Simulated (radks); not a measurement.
# Fractional charge and spin in the 4d shell of silver

Aim: the energy as the spin-up occupation of 4d runs from 4 to 5 and the spin-down one from 4 to 5, against the two flat planes that join the four corners. Added charge counts from the emptiest corner (up 4, down 4).

The numbers are computed with radks (a radial shooting solver on a logarithmic mesh, Libxc functionals) version 1 (scalar-relativistic Kohn-Sham, PBE, spin-polarised, spherical densities, finite nucleus), except any that are marked as measured or tabulated.

### Step 1. The system

```
element            : silver (Z = 47)
configuration      : [Kr] 4d(up 5, down 5)
nuclear rms radius : 4.5454 fm
```

A shell typed twice in an input gives spin up, then spin down.

### Step 2. 4d: up 5, down 5

The run's settings:

```text
Z 47
configuration [Kr] 4d5 4d5
relativity scalar-relativistic
functional pbe,pbe
spin polarised
nucleus finite rms 4.5454 fm
c 137.035999084
```

### Step 3. 4d: up 5, down 4.75

Input: that of step 2 with these lines changed.

```diff
@@ -1,3 +1,3 @@
 Z 47
-configuration [Kr] 4d5 4d5
+configuration [Kr] 4d5 4d4.75
 relativity scalar-relativistic
```

### Step 4. 4d: up 5, down 4.5

Input: that of step 3 with these lines changed.

```diff
@@ -1,3 +1,3 @@
 Z 47
-configuration [Kr] 4d5 4d4.75
+configuration [Kr] 4d5 4d4.5
 relativity scalar-relativistic
```

### Step 5. 4d: up 5, down 4.25

Input: that of step 4 with these lines changed.

```diff
@@ -1,3 +1,3 @@
 Z 47
-configuration [Kr] 4d5 4d4.5
+configuration [Kr] 4d5 4d4.25
 relativity scalar-relativistic
```

### Step 6. 4d: up 5, down 4

Input: that of step 5 with these lines changed.

```diff
@@ -1,3 +1,3 @@
 Z 47
-configuration [Kr] 4d5 4d4.25
+configuration [Kr] 4d5 4d4
 relativity scalar-relativistic
```

### Step 7. 4d: up 4.75, down 4.75

Input: that of step 6 with these lines changed.

```diff
@@ -1,3 +1,3 @@
 Z 47
-configuration [Kr] 4d5 4d4
+configuration [Kr] 4d4.75 4d4.75
 relativity scalar-relativistic
```

### Step 8. 4d: up 4.75, down 4.5

The run's settings:

```text
Z 47
configuration [Kr] 4d4.75 4d4.5
relativity scalar-relativistic
functional pbe,pbe
spin polarised
nucleus finite rms 4.5454 fm
c 137.035999084
```

### Step 9. 4d: up 4.75, down 4.25

The run's settings:

```text
Z 47
configuration [Kr] 4d4.75 4d4.25
relativity scalar-relativistic
functional pbe,pbe
spin polarised
nucleus finite rms 4.5454 fm
c 137.035999084
```

### Step 10. 4d: up 4.75, down 4

The run's settings:

```text
Z 47
configuration [Kr] 4d4.75 4d4
relativity scalar-relativistic
functional pbe,pbe
spin polarised
nucleus finite rms 4.5454 fm
c 137.035999084
```

### Step 11. 4d: up 4.5, down 4.5

The run's settings:

```text
Z 47
configuration [Kr] 4d4.5 4d4.5
relativity scalar-relativistic
functional pbe,pbe
spin polarised
nucleus finite rms 4.5454 fm
c 137.035999084
```

### Step 12. 4d: up 4.5, down 4.25

The run's settings:

```text
Z 47
configuration [Kr] 4d4.5 4d4.25
relativity scalar-relativistic
functional pbe,pbe
spin polarised
nucleus finite rms 4.5454 fm
c 137.035999084
```

### Step 13. 4d: up 4.5, down 4

The run's settings:

```text
Z 47
configuration [Kr] 4d4.5 4d4
relativity scalar-relativistic
functional pbe,pbe
spin polarised
nucleus finite rms 4.5454 fm
c 137.035999084
```

### Step 14. 4d: up 4.25, down 4.25

Input: that of step 13 with these lines changed.

```diff
@@ -1,3 +1,3 @@
 Z 47
-configuration [Kr] 4d4.5 4d4
+configuration [Kr] 4d4.25 4d4.25
 relativity scalar-relativistic
```

### Step 15. 4d: up 4.25, down 4

The run's settings:

```text
Z 47
configuration [Kr] 4d4.25 4d4
relativity scalar-relativistic
functional pbe,pbe
spin polarised
nucleus finite rms 4.5454 fm
c 137.035999084
```

### Step 16. 4d: up 4, down 4

Input: that of step 15 with these lines changed.

```diff
@@ -1,3 +1,3 @@
 Z 47
-configuration [Kr] 4d4.25 4d4
+configuration [Kr] 4d4 4d4
 relativity scalar-relativistic
```

Before running it: what results should come out? Wanted: for each run, down \ up; 4; 4.25; 4.5; 4.75; 5.

The runs gave:

```
down \ up       4    4.25     4.5    4.75       5
        4   0.000  -1.370  -1.813  -1.349   0.000
     4.25  -1.370  -1.765  -1.255   0.138  -1.220
      4.5  -1.813  -1.255   0.184  -1.130  -1.610
     4.75  -1.349   0.138  -1.130  -1.566  -1.194
        5   0.000  -1.220  -1.610  -1.194   0.000
```

What this shows: The table gives the energy in eV minus the planes, whose edge runs along up + down = one added electron; mirror points follow by spin symmetry. With half an added electron in each spin it lies 0.18 eV above the planes. With half an electron added in spin up alone it lies 1.81 eV below them. The planes are only a guide here: the condition holds for ground states with one frontier orbital, and this shell is degenerate.
